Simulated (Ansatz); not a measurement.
Predict the output of the script below (Ansatz 0.2.0, Python API).

The script, `lucd.py`:
```python
import warnings

import ansatz as az
import numpy as np
from pymatgen.core import Lattice, Structure
from pymatgen.io.ase import AseAtomsAdaptor

warnings.simplefilter("ignore", az.DeckWarning)

pmg_structure = Structure(
    Lattice([(3.64099, 0.0, 0.0), (0.0, 3.64099, 0.0), (0.0, 0.0, 3.64099)]),
    ["Lu", "Cd"],
    [
        (0.5, 0.5, 0.5),
        (0.0, 0.0, 0.0),
    ],
)
crystal = az.Crystal.from_ase(AseAtomsAdaptor.get_atoms(pmg_structure))

path = [
    ("G", (0.0, 0.0, 0.0)),
    ("X", (0.0, 0.5, 0.0)),
    ("M", (0.5, 0.5, 0.0)),
    ("G", (0.0, 0.0, 0.0)),
    ("R", (0.5, 0.5, 0.5)),
    ("X", (0.0, 0.5, 0.0)),
]
job = (
    crystal.calculation()
    .functional("pbesol")
    .basis(450)
    .kpoints(spacing=0.29)
    .occupations("fermi_dirac", width=0.15)
    .scf(tolerance=1e-08)
    .band_structure([point for _, point in path], intervals=10)
    .band_table()
)
result = job.run()
rep = result.report

print(f"free energy      {rep['free_energy_ev']:.5f} eV")
print(f"per atom         {rep['free_energy_ev'] / len(result.lattice.sites):.5f} eV")
print(f"SCF iterations   {rep['n_iterations']}  (converged: {rep['converged']})")

edges = rep.get("band_edges_ev")
if edges:
    print(f"band edges on the mesh: {edges[0]:.3f} and {edges[1]:.3f} eV, gap {edges[1] - edges[0]:.3f} eV")
else:
    print("no band edges reported; Fermi level", round(rep["fermi_energy_ev"], 3), "eV")

bands = result.band_structure()
fermi = bands.fermi_energy_ev
for spin, channel in enumerate(bands.channels):
    print("channel", spin, "- levels within 6 eV of the Fermi level")
    for i, (label, _) in enumerate(path):
        levels = channel.eigenvalues_ev[i * 10] - fermi
        print(f"  {label:3s}", " ".join(f"{e:7.3f}" for e in levels if abs(e) < 6))
```

Output of `python lucd.py`:
```text
free energy      -22796.21419 eV
per atom         -11398.10710 eV
SCF iterations   8  (converged: True)
no band edges reported; Fermi level 14.871 eV
channel 0 - levels within 6 eV of the Fermi level
  G    -5.406  -5.406  -5.406  -5.399  -5.399  -5.399  -5.386   0.253   0.253   4.359   4.359   4.359   4.544
  X    -5.453  -5.401  -5.390  -5.390  -5.373  -5.370  -5.370  -4.257  -4.211   0.374   1.448   1.448   4.265   5.311
  M    -5.426  -5.426  -5.405  -5.397  -5.397  -5.376  -5.372  -3.615  -0.722  -0.722  -0.178   3.059   3.059   5.589
  G    -5.406  -5.406  -5.406  -5.399  -5.399  -5.399  -5.386   0.253   0.253   4.359   4.359   4.359   4.544
  R    -5.444  -5.407  -5.407  -5.407  -5.380  -5.380  -5.380  -1.787  -1.787  -1.787   0.390   4.502   4.502   4.502
  X    -5.453  -5.401  -5.390  -5.390  -5.373  -5.370  -5.370  -4.257  -4.211   0.374   1.448   1.448   4.265   5.311
```

What to keep in mind:
- Absolute energies stand on the zero of these potentials, so only differences at equal settings mean something.
- The computed bands are complete only to about 4.0 eV above the Fermi level.
- For a metal this k-point mesh is coarse: on a finer one energies can move by several to tens of meV an atom and pressures by half a GPa or more, differences at one mesh by less.
- An absolute Fermi energy rests on an arbitrary zero of the periodic potential and has no direct meaning.
- The smearing is wide enough that free energy and stress hold a thermal part of the electrons.
- The structure comes from a database of computed cells and needn't be a stable or known phase.
- Gaps and levels are Kohn-Sham values on a finite set of k-points, without spin-orbit coupling.

(Lines on the test bed's own set-up are left out of the output.)
